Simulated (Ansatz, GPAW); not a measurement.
## A script for NaF (PBE in single-zeta orbitals)

These are simulated results from GPAW 26.7.0, not measurements. The cell was built from a prototype and was relaxed with r2SCAN in plane waves (Ansatz 0.2.0). Not every such cell is a known phase. All runs are without spin polarisation.

It is cubic, Fm-3m (No. 225); conventional cell a = 4.594 Å, 12.12 Å³ an atom. Around Na lie 6 F at 2.30 Å; around F lie 6 Na at 2.30 Å.

The basis is minimal: single zeta, one radial function for each shell that the log's basis lists. It describes the filled bands fairly and the empty ones poorly.

The script, run.py:

```python
import json
from ase import Atoms
from gpaw import GPAW, PW, FermiDirac

atoms = Atoms(['Na', 'F'],
              cell=[[-0.0, 2.297168, 2.297168], [2.297168, -0.0, 2.297168], [2.297168, 2.297168, -0.0]],
              scaled_positions=[[-0.0, 0.0, 0.0], [0.5, 0.5, 0.5]],
              pbc=True)
calc = GPAW(mode='lcao', basis='sz(dzp)', h=0.2, xc='PBE', kpts={'size': (6, 6, 6), 'gamma': True},
            occupations=FermiDirac(0.02), maxiter=100, legacy_gpaw=True, txt='gpaw.txt')
atoms.calc = calc
res = {'energy': atoms.get_potential_energy(force_consistent=True)}
res['electrons'] = calc.get_number_of_electrons()
res['k'] = calc.get_ibz_k_points().tolist()
res['levels'] = [calc.get_eigenvalues(kpt=i).tolist() for i in range(len(res['k']))]
points = [[0.0, 0.0, 0.0], [0.5, 0.0, 0.5], [0.625, 0.25, 0.625], [0.375, 0.375, 0.75], [0.5, 0.5, 0.5], [0.5, 0.25, 0.75]]
bands = calc.fixed_density(kpts=points, symmetry='off', txt='bands.txt')
res['points'] = [bands.get_eigenvalues(kpt=i).tolist() for i in range(len(points))]
json.dump(res, open('results.json', 'w'))
print('free energy (eV):', round(res['energy'], 5))
```

Command: `python run.py`. It took 23 s on 1 thread of Arm Neoverse V1, with other jobs on the host, peak memory 0.14 GiB.

The log gpaw.txt, trimmed of paths, versions and times, then the last line on the terminal. An iter line gives the energy in eV and the logarithms of the changes of orbitals (plane waves alone) and density (c: converged):

```
___ ___ ___ _ _ _
 |   |   |_  | | | |

 | | | | | . | | | |

 |__ |  _|___|_____|  26.7.0
 |___|_|

Input parameters:
  basis: sz(dzp)
  h: 0.2
  kpts: {gamma: True,
         size: (6, 6, 6)}
  maxiter: 100
  mode: lcao
  occupations: {fixmagmom: False,
                name: fermi-dirac,
                width: 0.02}
  xc: PBE

System changes: positions, numbers, cell, pbc, initial_charges, initial_magmoms

Initialize ...

species:
  Na:
    name:    Sodium
    Z:       11.0
    valence: 7
    core:    4
    charge:  0.0  # [|e|]
    compensation charges:
      type: gauss
      rc: 0.37  # [Å]
      lmax: 2
    cutoffs:
      filter: 2.17  # [Å]
      core: 2.59  # [Å]
    projectors
    | kind |    occ | energy [eV] | rcut [Å] |

    |------|--------|-------------|----------|

    |   3s |  1.000 |      -2.744 |    1.201 |

    |   2p |  6.000 |     -28.672 |    1.217 |

    |   3p |  0.000 |      -0.743 |    1.217 |

    |    s |        |      24.468 |    1.201 |

    |    d |        |       0.000 |    1.238 |

    LCAO basis set for Na:
      Name: sz(dzp)
      Number of radial functions: 3
      Number of spherical harmonics: 7
        l=0, rc=11.4062 Bohr: 3s-sz confined orbital
        l=1, rc=3.6719 Bohr: 2p-sz confined orbital
        l=1, rc=15.9375 Bohr: 3p-sz confined orbital
      Number of RI-basis functions 0

  F:
    name:    Fluorine
    Z:       9.0
    valence: 7
    core:    2
    charge:  0.0  # [|e|]
    compensation charges:
      type: gauss
      rc: 0.20  # [Å]
      lmax: 2
    cutoffs:
      filter: 1.14  # [Å]
      core: 0.74  # [Å]
    projectors
    | kind |    occ | energy [eV] | rcut [Å] |

    |------|--------|-------------|----------|

    |   2s |  2.000 |     -29.898 |    0.635 |

    |   2p |  5.000 |     -11.110 |    0.635 |

    |    s |        |      -2.687 |    0.635 |

    |    p |        |      16.102 |    0.635 |

    |    d |        |       0.000 |    0.635 |

    LCAO basis set for F:
      Name: sz(dzp)
      Number of radial functions: 2
      Number of spherical harmonics: 4
        l=0, rc=3.8594 Bohr: 2s-sz confined orbital
        l=1, rc=4.8750 Bohr: 2p-sz confined orbital
      Number of RI-basis functions 0

Reference energy: -7132.691283  # eV

Spin-paired calculation

Convergence criteria:
 Maximum [total energy] change in last 3 cyles: 0.0005 eV / valence electron
 Maximum integral of absolute [dens]ity change: 0.0001 electrons / valence electron
 Maximum integral of absolute [eigenst]ate change: 4e-08 eV^2 / valence electron
 Maximum number of scf [iter]ations: 100
 (Square brackets indicate name in SCF output, whereas a 'c' in
 the SCF output indicates the quantity has converged.)

Symmetries present (total): 48

  ( 1  0  0)  ( 1  0  0)  ( 1  0  0)  ( 1  0  0)  ( 1  0 -1)  ( 1  0 -1)
  ( 1  0 -1)  ( 1 -1  0)  ( 0  1  0)  ( 0  0  1)  ( 1  0  0)  ( 1 -1  0)
  ( 1 -1  0)  ( 1  0 -1)  ( 0  0  1)  ( 0  1  0)  ( 1 -1  0)  ( 1  0  0)

  ( 1  0 -1)  ( 1  0 -1)  ( 1 -1  0)  ( 1 -1  0)  ( 1 -1  0)  ( 1 -1  0)
  ( 0  1 -1)  ( 0  0 -1)  ( 1  0  0)  ( 1  0 -1)  ( 0 -1  1)  ( 0 -1  0)
  ( 0  0 -1)  ( 0  1 -1)  ( 1  0 -1)  ( 1  0  0)  ( 0 -1  0)  ( 0 -1  1)

  ( 0  1  0)  ( 0  1  0)  ( 0  1  0)  ( 0  1  0)  ( 0  1 -1)  ( 0  1 -1)
  ( 1  0  0)  ( 0  1 -1)  ( 0  0  1)  (-1  1  0)  ( 1  0 -1)  ( 0  1  0)
  ( 0  0  1)  (-1  1  0)  ( 1  0  0)  ( 0  1 -1)  ( 0  0 -1)  (-1  1  0)

  ( 0  1 -1)  ( 0  1 -1)  ( 0  0  1)  ( 0  0  1)  ( 0  0  1)  ( 0  0  1)
  ( 0  0 -1)  (-1  1  0)  ( 1  0  0)  ( 0  1  0)  ( 0 -1  1)  (-1  0  1)
  ( 1  0 -1)  ( 0  1  0)  ( 0  1  0)  ( 1  0  0)  (-1  0  1)  ( 0 -1  1)

  ( 0  0 -1)  ( 0  0 -1)  ( 0  0 -1)  ( 0  0 -1)  ( 0 -1  1)  ( 0 -1  1)
  ( 1  0 -1)  ( 0  1 -1)  ( 0 -1  0)  (-1  0  0)  ( 1 -1  0)  ( 0  0  1)
  ( 0  1 -1)  ( 1  0 -1)  (-1  0  0)  ( 0 -1  0)  ( 0 -1  0)  (-1  0  1)

  ( 0 -1  1)  ( 0 -1  1)  ( 0 -1  0)  ( 0 -1  0)  ( 0 -1  0)  ( 0 -1  0)
  ( 0 -1  0)  (-1  0  1)  ( 1 -1  0)  ( 0  0 -1)  ( 0 -1  1)  (-1  0  0)
  ( 1 -1  0)  ( 0  0  1)  ( 0 -1  1)  (-1  0  0)  ( 1 -1  0)  ( 0  0 -1)

  (-1  1  0)  (-1  1  0)  (-1  1  0)  (-1  1  0)  (-1  0  1)  (-1  0  1)
  ( 0  1  0)  ( 0  1 -1)  (-1  0  1)  (-1  0  0)  ( 0  0  1)  ( 0 -1  1)
  ( 0  1 -1)  ( 0  1  0)  (-1  0  0)  (-1  0  1)  ( 0 -1  1)  ( 0  0  1)

  (-1  0  1)  (-1  0  1)  (-1  0  0)  (-1  0  0)  (-1  0  0)  (-1  0  0)
  (-1  1  0)  (-1  0  0)  ( 0  0 -1)  ( 0 -1  0)  (-1  1  0)  (-1  0  1)
  (-1  0  0)  (-1  1  0)  ( 0 -1  0)  ( 0  0 -1)  (-1  0  1)  (-1  1  0)

216 k-points: 6 x 6 x 6 Monkhorst-Pack grid + [1/12,1/12,1/12]
16 k-points in the irreducible part of the Brillouin zone
       k-points in crystal coordinates                weights
   0:     0.00000000    0.00000000    0.00000000          1/216
   1:     0.16666667    0.16666667    0.00000000          6/216
   2:     0.16666667    0.16666667    0.16666667          8/216
   3:     0.33333333    0.16666667    0.16666667         12/216
   4:     0.33333333    0.33333333   -0.33333333         12/216
   5:     0.33333333    0.33333333    0.00000000          6/216
   6:     0.33333333    0.33333333    0.16666667         24/216
   7:     0.33333333    0.33333333    0.33333333          8/216
   8:     0.50000000    0.33333333   -0.33333333         24/216
   9:     0.50000000    0.33333333   -0.16666667         12/216
          ...
  15:     0.50000000    0.50000000    0.50000000          4/216

Wave functions: LCAO
  Diagonalizer: Serial LAPACK
  Atomic Correction: dense with blas
  Data-type: complex

Occupation numbers: Fermi-Dirac:
  width: 0.0200  # eV

Eigensolver
   LCAO using direct dense diagonalizer

Densities:
  Coarse grid: 12*12*12 grid
  Fine grid: 24*24*24 grid
  Total Charge: 0.000000

Density mixing:
  Method: separate
  Backend: msr1
  Linear mixing parameter: 0.05
  old densities: 10
  Width of damping distribution: 1.1
  Damping of long wavelength oscillations: 20

Hamiltonian:
  XC and Coulomb potentials evaluated on a 24*24*24 grid
  Using the PBE Exchange-Correlation functional
  Interpolation: tri-quintic (5. degree polynomial)
  Poisson solver: FastPoissonSolver using
    Stencil: 12*3+1=37 point O(h^6) finite-difference Laplacian
    FFT axes: [np.int64(0), np.int64(1), np.int64(2)]
    FST axes: []

XC parameters: PBE with 2 nearest neighbor stencil

Memory estimate:
  Process memory now: 110.09 MiB
  Calculator: 8.79 MiB
    Density: 3.47 MiB
      Arrays: 0.34 MiB
      Localized functions: 2.87 MiB
      Mixer: 0.26 MiB
    Hamiltonian: 0.44 MiB
      Arrays: 0.22 MiB
      XC: 0.00 MiB
      Poisson: 0.00 MiB
      vbar: 0.21 MiB
    Wavefunctions: 4.88 MiB
      C [qnM]: 0.03 MiB
      S, T [2 x qmm]: 0.06 MiB
      P [aqMi]: 0.00 MiB
      BasisFunctions: 4.79 MiB
      Eigensolver: 0.00 MiB

Total number of cores used: 1

Number of atoms: 2
Number of atomic orbitals: 11
Number of bands in calculation: 11
Number of valence electrons: 14
Bands to converge: occupied
Positions:
   0 Na     0.000000    0.000000    0.000000    ( 0.0000,  0.0000,  0.0000)
   1 F      2.297168    2.297168    2.297168    ( 0.0000,  0.0000,  0.0000)

Unit cell:
           periodic     x           y           z      points  spacing
  1. axis:    yes   -0.000000    2.297168    2.297168    12     0.2210
  2. axis:    yes    2.297168   -0.000000    2.297168    12     0.2210
  3. axis:    yes    2.297168    2.297168   -0.000000    12     0.2210

  Lengths:   3.248686   3.248686   3.248686
  Angles:   60.000000  60.000000  60.000000

Effective grid spacing dv^(1/3) = 0.2412

iter:   1    -7.143018        c
iter:   2    -7.056862        c -1.33
iter:   3    -6.753337        c -1.37
iter:   4    -6.754117        c -1.94
iter:   5    -6.755556c       c -2.18
iter:   6    -6.755563c       c -3.35
iter:   7    -6.755563c       c -4.37c

Converged after 7 iterations.

Energy contributions relative to reference atoms: (reference = -7132.691283)

Kinetic:        +24.576049
Potential:      -21.882174
External:        +0.000000
XC:             -10.669898
Entropy (-ST):   -0.000000
Local:           +1.220460
SIC:             +0.000000
--------------------------
Free energy:     -6.755563
Extrapolated:    -6.755563

Showing only first 2 kpts
 Kpt  Band  Eigenvalues  Occupancy
  0     5     -0.87615    2.00000
  0     6     -0.87276    2.00000
  0     7      5.13621    0.00000
  0     8     26.55787    0.00000

  1     5     -1.01283    2.00000
  1     6     -1.01076    2.00000
  1     7      6.31904    0.00000
  1     8     21.11381    0.00000

Fermi level: 0.71954

Gap: 6.009 eV
Transition (v -> c):
  (s=0, k=0, n=6, [0.00, 0.00, 0.00]) -> (s=0, k=0, n=7, [0.00, 0.00, 0.00])
No difference between direct/indirect transitions

free energy (eV): -6.75556
```

The gap in the log is over the mesh alone; results.json adds the listed points. PBE in single-zeta orbitals gives a gap of 6.01 eV. On the same cell, plane-wave PBE (Ansatz, 10×10×10 k points and the special points) gives a gap of 6.46 eV and r2SCAN a gap of 7.28 eV; on shared hosts these took about 1.4 and 2.7 core-seconds on the 2-atom cell, against 23 for the script. Semilocal gaps usually lie below measured ones.
